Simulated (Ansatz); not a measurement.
# C2H5NSSi: one species, many methods

Aim: compute C2H5NSSi with functionals from several rungs and with coupled cluster. The yardstick is the atomisation energy at the CCSD(T) limit.

Computed with Ansatz 0.2.0, Gaussian basis. Level: functionals in def2-TZVPP, the program's frozen cores in correlated methods.

The runs, in order: PBE-D4, r2SCAN-D4, PBE0-D4, B3LYP-D4, ωB97X-V, ωB97M-V, B2PLYP; CCSD(T)/def2-TZVPP; MP2/def2-QZVPP; extrapolation to the limit.

### 1 The geometry

An earlier PBE0-D4 in a triple-zeta def2 set relaxation fixed the geometry.

10 atoms, charge 0, spin multiplicity 1.

Atoms are counted from 1 here; the program's logs count them from 0.

Bond lengths: C1–Si2 1.854 Å, C1–H6 1.093 Å, C1–H7 1.092 Å, C1–H8 1.091 Å, Si2–S3 2.183 Å, Si2–H9 1.484 Å, Si2–H10 1.482 Å, S3–C4 1.682 Å, C4–N5 1.156 Å. Angles: Si2–C1–H6 109.8°, Si2–C1–H7 110.2°, Si2–C1–H8 111.0°, H6–C1–H7 108.3°, H6–C1–H8 108.7°, H7–C1–H8 108.7°, C1–Si2–S3 110.6°, C1–Si2–H9 113.6°, C1–Si2–H10 112.4°, S3–Si2–H9 101.3°, S3–Si2–H10 107.7°, H9–Si2–H10 110.5°, Si2–S3–C4 95.6°, S3–C4–N5 179.5°.

### 2 PBE-D4 (GGA)

The input, in.yaml:

```yaml
crystal:
  periodic: [false, false, false]
  atoms:
    - {symbol: C, position_ang: [-1.189112, -0.260409, 0.536495]}
    - {symbol: Si, position_ang: [0.648229, -0.195746, 0.776457]}
    - {symbol: S, position_ang: [1.682200, -0.638241, -1.094323]}
    - {symbol: C, position_ang: [0.936924, 0.577449, -1.985613]}
    - {symbol: N, position_ang: [0.421488, 1.406231, -2.604910]}
    - {symbol: H, position_ang: [-1.694839, -0.025518, 1.476987]}
    - {symbol: H, position_ang: [-1.498137, 0.472247, -0.212140]}
    - {symbol: H, position_ang: [-1.505660, -1.251631, 0.207425]}
    - {symbol: H, position_ang: [1.170901, -1.267658, 1.659358]}
    - {symbol: H, position_ang: [1.111205, 1.132077, 1.243162]}
basis:
  gaussian: {orbitals: def2-TZVPP}
hamiltonian: {xc: pbe, dispersion: d4}
output: {forces: true, orbitals: {seedname: orbitals}}
```

Launch:

```console
$ ansatz run in.yaml --threads 4 --pin off --events-out ev --progress --plain --max-ram 10444MiB
```

After this run come: r2SCAN-D4 (meta-GGA); PBE0-D4 (hybrid); B3LYP-D4 (hybrid); ωB97X-V (range-separated); ωB97M-V (range-separated); B2PLYP (double hybrid); CCSD(T) in def2-TZVPP; MP2 in def2-QZVPP.

Before running them: what should the planned runs give, taken together? Wanted: atomisation energy, CCSD(T)/CBS; farthest; mean size of error, hybrid; mean size of error, range-separated; gap, smallest and largest; T1 diagnostic; triples share of the correlation energy.

The runs gave:

| quantity | value |
| --- | --- |
| atomisation energy, CCSD(T)/CBS | 39.148 eV |
| functionals within 0.196 eV (0.5 %) | r2SCAN-D4, PBE0-D4, B3LYP-D4 |
| farthest | PBE-D4 (+1.082 eV) |
| mean size of error, hybrid | 0.133 eV |
| mean size of error, range-separated | 0.263 eV |
| gap, smallest and largest | 5.22 eV (PBE-D4), 11.79 eV (ωB97X-V) |
| T1 diagnostic | 0.0130 |
| triples share of the correlation energy | 4.7 % |

In words: PBE-D4 misses by +1.082 eV. Double hybrids carry the basis error of their MP2 part in triple zeta, and no dispersion term here, so their miss is partly the set-up's. The reference freezes the cores and leaves out relativity and excitations past (T), so misses under about 0.196 eV can't be ranked. Hartree-Fock recovers 71 % of the binding; the rest is correlation. The gap grows from 5.2 to 11.8 eV across the functionals, mostly with the share of exact exchange.
